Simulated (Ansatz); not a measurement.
# ZrC+ (sextet): the correlation ladder, def2-TZVPP

The task here is to estimate one member of a computed series from the others.

The runs use Ansatz 0.2.0, Gaussian basis; def2-TZVPP, core rule «outside noble gas», up to 5 orbitals frozen.

Plan: UHF; ROHF; CCSD(T) on UHF.

## The system

The geometry is a PBE0/def2-TZVP stationary point (not a proven minimum). No spin-orbit coupling is included. Elements past krypton take def2 core potentials.

2 atoms, charge 1, spin multiplicity 6.

Atoms are counted from 1 here; the program's logs count them from 0.

Bond lengths: Zr1–C2 2.091 Å.

Geometry (Å):

```tsv
atom	x (Å)	y (Å)	z (Å)
Zr1	0.0000	0.0000	0.0000
C2	0.0000	0.0000	2.0910
```

The first run:

Input file in.yaml:

```yaml
crystal:
  periodic: [false, false, false]
  atoms:
    - {symbol: Zr, position_ang: [0.000000, 0.000000, 0.000000]}
    - {symbol: C, position_ang: [0.000000, 0.000000, 2.091000]}
basis:
  gaussian: {orbitals: def2-TZVPP}
total_charge: 1
magnetization: {spin_polarized: true, initial_magnetization: 5}
hamiltonian: {xc: hf}
output: {orbitals: {seedname: orbitals}}
```

Launch:

```
> ansatz run in.yaml --threads 1 --pin off --events-out ev --progress --plain --max-ram 4096MiB --backend cpu
```

Among the steps run: UHF; ROHF; CCSD(T) on UHF.

One of the session's tables, all rows but one given; the rest of the session is left out.

| method | from UCCSD(T) (meV) |
| --- | --- |
| ROHF | ? |
| UHF | +3787.8 |
| UMP2 | +732.0 |
| UCCSD | +184.7 |
| UCCSD(T) | 0 |

Q: Estimate the row for ROHF from the others.

The run gave: from UCCSD(T) (meV): +3911.5. In the column «from UCCSD(T) (meV)» it is the highest.
